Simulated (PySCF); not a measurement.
# WOF₂: relaxation and vibrations of the triplet

Where does triplet WOF₂ go from a trigonal pyramidal start, is the end point a minimum, and what are its modes, charges and moments?

Program: PySCF 2.14.0. Level of theory: PBE0, basis W def2-TZVP with ECP60, O def2-TZVP, F def2-TZVP, scalar-relativistic core potentials, no spin–orbit coupling, density fitting. These are calculated values, not measurements.

### 1 Starting geometry

4 atoms, charge 0, spin multiplicity 3.

Bond lengths: W1–O2 1.770 Å, W1–F3 2.010 Å, W1–F4 2.010 Å. Angles: O2–W1–F3 99.8°, O2–W1–F4 99.8°, F3–W1–F4 99.8°.

```xyz
4
charge 0 multiplicity 3
W    -0.2057    0.0410    0.0000
O     0.0000   -1.7170    0.0000
F     0.9960    0.5244   -1.5370
F     0.9960    0.5244    1.5370
```

### 2 The SCF at the typed geometry

One driver script runs all steps and calls PySCF; scf.py shows how it sets up the SCF of each step. The optimiser is the driver's own. After this first run the driver tries any further starts and a stability analysis.

scf.py

```python
from pyscf import gto, scf, dft
mol = gto.M(atom='''
W     -0.205730     0.040980    -0.000010
O      0.000000    -1.717010    -0.000000
F      0.995960     0.524390    -1.536950
F      0.996000     0.524410     1.537000''',
    basis={'W': 'def2-TZVP', 'O': 'def2-TZVP', 'F': 'def2-TZVP'},
    ecp={'W': 'def2-TZVP'},
    charge=0, spin=2)
mf = dft.UKS(mol, xc='PBE0')
mf.grids.atom_grid = (50, 194)
aux = {'W': 'def2-universal-JKFIT', 'O': 'def2-universal-JKFIT', 'F': 'def2-universal-JKFIT'}
mf = mf.density_fit(auxbasis=aux)
mf.conv_tol = 1e-08
mf.diis_space = 10
mf.max_cycle = 60
mf.init_guess = 'minao'
mf.verbose = 4
mf.kernel()
```

Command:

```
$ OMP_NUM_THREADS=4 python axn.py task.json out
```

After this run come: Trigonal pyramidal start, triplet: relaxation; Vibrations and properties at this point.

Before running it: what results should come out? Wanted: minimum; geometry; wavenumbers; dipole moment; highest occupied, lowest empty level; polar-tensor charge of W1; zero-point energy; atomisation energy; ⟨S²⟩.

**Answer**, as computed:

```
                                          quantity                                                           value
                                           minimum                                                    triplet, C2v
                                          geometry  W–F 1.881 Å (×2), W–O 1.682 Å; F–W–F 117.3°, F–W–O 121.3° (×2)
                                wavenumbers (cm⁻¹)     143 (b1), 165 (a1), 186 (b2), 657 (b2), 677 (a1), 1065 (a1)
                                     dipole moment                                                          0.59 D
highest occupied, lowest empty level (either spin)                                                 -6.92, -3.46 eV
                         polar-tensor charge of W1                                                         +2.01 e
                                 zero-point energy                                                     17.3 kJ/mol
                               entropy at 298.15 K                                                 322.6 J/(mol K)
         atomisation energy (no zero-point energy)                                                     1804 kJ/mol
                                              ⟨S²⟩                                                           2.017
```

What this shows: From Cs at the start the molecule goes to a C2v minimum. In the infrared the band at 657 cm⁻¹ (b2, stretch) leads. Most of the spin sits on W1 (Mulliken spin 2.12, against 2 for the whole molecule). Other starts or spin states, not run here, may lie lower. One determinant may miss the lowest occupation of an open d or f shell. Spin–orbit coupling, left out here, can matter for elements this heavy.
